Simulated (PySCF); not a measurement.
# CH3F2NO4S2: the cost of one run

Computed with PySCF 2.14.0 and routines of our own; the level stands in each step. Atoms count from 0.

## Step 1: The system as given

13 atoms, charge 0, multiplicity 1; geometry from: GFN2-xTB.

## Step 2: Magnetic properties: GIAO wB97X-D/pcSseg-1

The job: settings as JSON, then the geometry in Å.

```
{"job": {"kind": "mag", "xc": "wB97X-D", "basis": "pcSseg-1", "isotopologues": 0}, "charge": 0, "multiplicity": 1}
C     -0.073606     1.117590     1.007486
N     -0.076518    -0.204365     0.402518
S     -1.380101    -0.617559    -0.505233
O     -2.477755     0.214654    -0.202964
O     -1.528963    -2.006402    -0.593360
F     -0.799666    -0.096461    -1.930481
S      1.306051    -0.583089    -0.430719
O      1.174124    -1.806500    -1.096384
O      1.880724     0.559148    -1.019279
F      2.199255    -0.867476     0.887209
H      0.412397     1.048558     1.979503
H      0.469049     1.813639     0.367032
H     -1.109378     1.428748     1.116946
```

With the program's defaults for keys left out, this is: GIAO wB97X-D/pcSseg-1 magnetisability, rotational g tensor and spin-rotation constants, non-relativistic, gas phase.

Started as:

```
$ OMP_NUM_THREADS=1 python excited_run.py task.json out
```

This one command runs all jobs of the session in turn.

**Question.** How long does this first job take on 1 thread of Arm Neoverse V1, shared host, and how much memory does it need?

About 56 s, with a peak of 0.91 GiB.
